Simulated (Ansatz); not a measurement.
**C3H8Si: up Jacob's ladder to CCSD(T)**

One table from this session's results is given with a row withheld; the runs are named, their logs left out.

Method: functionals in def2-TZVPP, the program's frozen cores in correlated methods; program: Ansatz 0.2.0, Gaussian basis.

Plan: LDA (SPW92), PBE-D4, revPBE-D4, BLYP-D4, r2SCAN-D4, B97M-V, PBE0-D4, B3LYP-D4, r2SCANh-D4, r2SCAN0-D4, HSE06-D4, BHLYP-D4, CAM-B3LYP-D4, LC-ωPBE, ωB97X-V, ωB97M-V, B2PLYP, PBE-QIDH; CCSD(T)/def2-SVP; CCSD(T)/def2-TZVPP; MP2/def2-QZVPP; extrapolation to the limit; RPA on PBE.

## The relaxed structure

The geometry comes from an earlier relaxation with PBE0-D4 in a triple-zeta def2 set; it is a stationary point, not always the lowest conformer.

12 atoms, charge 0, spin multiplicity 1.

Atoms are counted from 1 here; the program's logs count them from 0.

Bond lengths: C1–C2 1.507 Å, C1–H5 1.094 Å, C1–H6 1.096 Å, C1–H7 1.092 Å, C2–C3 1.542 Å, C2–Si4 1.854 Å, C2–H8 1.088 Å, C3–Si4 1.850 Å, C3–H9 1.087 Å, C3–H10 1.085 Å, Si4–H11 1.479 Å, Si4–H12 1.479 Å. Angles: C2–C1–H5 111.3°, C2–C1–H6 111.2°, C2–C1–H7 111.5°, H5–C1–H6 107.3°, H5–C1–H7 107.4°, H6–C1–H7 108.0°, C1–C2–C3 117.7°, C1–C2–Si4 122.8°, C1–C2–H8 113.8°, C3–C2–Si4 65.2°, C3–C2–H8 113.2°, Si4–C2–H8 115.3°, C2–C3–Si4 65.5°, C2–C3–H9 115.5°, C2–C3–H10 117.0°, Si4–C3–H9 118.3°, Si4–C3–H10 119.9°, H9–C3–H10 112.7° and more.

Set-up of the first run:

File in.yaml:

```yaml
crystal:
  periodic: [false, false, false]
  atoms:
    - {symbol: C, position_ang: [-0.836488, 1.103128, -0.675372]}
    - {symbol: C, position_ang: [-0.437168, 0.093154, 0.369981]}
    - {symbol: C, position_ang: [1.056136, -0.002202, 0.742749]}
    - {symbol: Si, position_ang: [0.366554, -1.523759, -0.051439]}
    - {symbol: H, position_ang: [-0.178080, 1.054872, -1.547473]}
    - {symbol: H, position_ang: [-0.779993, 2.123875, -0.281182]}
    - {symbol: H, position_ang: [-1.856647, 0.932376, -1.026804]}
    - {symbol: H, position_ang: [-1.097183, 0.072038, 1.234815]}
    - {symbol: H, position_ang: [1.724356, 0.625764, 0.159889]}
    - {symbol: H, position_ang: [1.301079, -0.007527, 1.799962]}
    - {symbol: H, position_ang: [0.708448, -1.802898, -1.463136]}
    - {symbol: H, position_ang: [0.105886, -2.724020, 0.772008]}
basis:
  gaussian: {orbitals: def2-TZVPP}
hamiltonian: {xc: lda}
output: {orbitals: {seedname: orbitals}}
```

Run with:

```
ansatz run in.yaml --threads 2 --pin off --events-out ev --progress --plain --max-ram 4352MiB
```

Among the steps run: LDA; PBE-D4 (GGA); revPBE-D4 (GGA); BLYP-D4 (GGA); r2SCAN-D4 (meta-GGA); B97M-V (meta-GGA); B3LYP-D4 (hybrid); r2SCANh-D4 (hybrid); r2SCAN0-D4 (hybrid); HSE06-D4 (hybrid); BHLYP-D4 (hybrid); CAM-B3LYP-D4 (range-separated); LC-ωPBE (range-separated); ωB97X-V (range-separated); ωB97M-V (range-separated); B2PLYP (double hybrid); PBE-QIDH (double hybrid).

One of the session's tables, all rows but one given; the rest of the session is left out.

It belongs to the step «Orbital energies across the functionals». 

| functional | HOMO (eV) | LUMO (eV) | gap (eV) |
| --- | --- | --- | --- |
| LDA (SPW92) | -5.72 | -0.67 | 5.05 |
| PBE-D4 | -5.60 | -0.50 | 5.10 |
| revPBE-D4 | -5.55 | -0.42 | 5.13 |
| BLYP-D4 | -5.46 | -0.40 | 5.06 |
| r2SCAN-D4 | -5.79 | -0.18 | 5.61 |
| B97M-V | ? | ? | ? |
| PBE0-D4 | -6.69 | 0.31 | 7.00 |
| B3LYP-D4 | -6.50 | 0.08 | 6.58 |
| r2SCANh-D4 | -6.20 | 0.10 | 6.30 |
| r2SCAN0-D4 | -6.81 | 0.51 | 7.32 |
| HSE06-D4 | -6.29 | -0.06 | 6.23 |
| BHLYP-D4 | -7.68 | 1.09 | 8.77 |
| CAM-B3LYP-D4 | -7.99 | 1.24 | 9.23 |
| LC-ωPBE | -9.31 | 2.36 | 11.67 |
| ωB97X-V | -8.97 | 2.23 | 11.21 |
| ωB97M-V | -8.84 | 1.93 | 10.78 |

**Question.** Estimate the row for B97M-V.

**Answer.** HOMO (eV): -5.86; LUMO (eV): -0.36; gap (eV): 5.50. In the column «HOMO (eV)» it lies between r2SCANh-D4 (-6.20) and r2SCAN-D4 (-5.79).
